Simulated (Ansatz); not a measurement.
## 2 structures of CuPd: a ranking of polymorphs by energy, step by step

Program: the Ansatz DFT code, driven from Python.

Interactive session:
```pycon
>>> import warnings
>>> import ansatz as az
>>> import numpy as np
>>> PHASES = {
...     'Cmmm': (
...         [[1.517327, -2.19697, 0.0], [1.517327, 2.19697, 0.0], [0.0, 0.0, 4.187999]],
...         [
...             ('Cu', [0.0, 0.0, 0.0]),
...             ('Pd', [0.5, 0.5, 0.5]),
...         ],
...     ),
...     'R-3m': (
...         [[1.3545766, 0.78206517, 4.2189548], [-1.3545766, 0.78206517, 4.2189548], [0.0, -1.56413033, 4.2189548]],
...         [
...             ('Cu', [0.0, 0.0, 0.0]),
...             ('Pd', [0.5, 0.5, 0.5]),
...         ],
...     ),
... }
>>> def build(vectors, sites):
...     crystal = az.Crystal(lattice=az.Lattice.of(vectors))
...     for symbol, position in sites:
...         crystal = crystal.atom(symbol, position)
...     return crystal
...
>>> def ground_state(name, crystal):
...     calc = (
...         crystal.calculation()
...         .basis(650)
...         .functional('r2scan')
...         .kpoints(spacing=0.14)
...         .occupations('gaussian', width=0.05)
...         .stress()
...         .band_table()
...     )
...     calc = calc.relax(force_tolerance=0.03, max_steps=40, fix_cell=['shape'])
...     return calc.run()
...
>>> def pressure_gpa(outcome):
...     return float(np.trace(outcome.report['stress_gpa']) / 3)
...
>>> def volume_per_atom(outcome):
...     return abs(np.linalg.det(outcome.lattice.cell_ang)) / len(outcome.lattice.sites)
...
>>> warnings.simplefilter('ignore', az.DeckWarning)
>>> phases = {name: build(*cell) for name, cell in PHASES.items()}
>>> done = {}
>>> for name, crystal in phases.items():
...     try:
...         done[name] = ground_state(name, crystal)
...     except az.NonConvergedError as error:
...         print(name, 'did not converge:', str(error)[:120])
...
>>> energy = {name: o.report['energy_sigma0_ev'] / len(o.lattice.sites) for name, o in done.items()}
>>> lowest = min(energy.values())
>>> rows = [(name, len(o.lattice.sites), 1000 * (energy[name] - lowest), pressure_gpa(o), volume_per_atom(o)) for name, o in done.items()]
>>> rows.sort(key=lambda row: row[2])
>>> print('     phase       atoms  dE (meV/atom)     P (GPa)  V (A^3/atom)')
     phase       atoms  dE (meV/atom)     P (GPa)  V (A^3/atom)
>>> for row in rows:
...     print(f'{str(row[0]):>10}  {row[1]:10d}  {row[2]:13.1f}  {row[3]:10.2f}  {row[4]:12.3f}')
...
      R-3m           2            0.0        0.01        13.366
      Cmmm           2           61.1       -0.04        13.478
>>> print('lowest in energy:', rows[0][0])
lowest in energy: R-3m
```

By space group at the end of each run: R-3m (+0 meV an atom, 13.4 Å³) and Cmmm (+61 meV an atom, 13.5 Å³).

Reading the output:
- Spin is left out of this run.
- Atoms and volume are relaxed with the cell's shape held, which in cells of lower than cubic symmetry can hide stresses and shift volumes.
- Pressure is positive in compression.
- The cells come from databases of deposited and of computed structures, and not all need be stable phases.
- The ranking holds among these structures alone, at zero temperature; the ground state may be another structure. Differences under about 40 meV an atom lie within the error of mesh and functional.
- Timing: 8.4 min on 1 thread of Arm Neoverse V1 (shared host), peak memory 1.1 GiB.
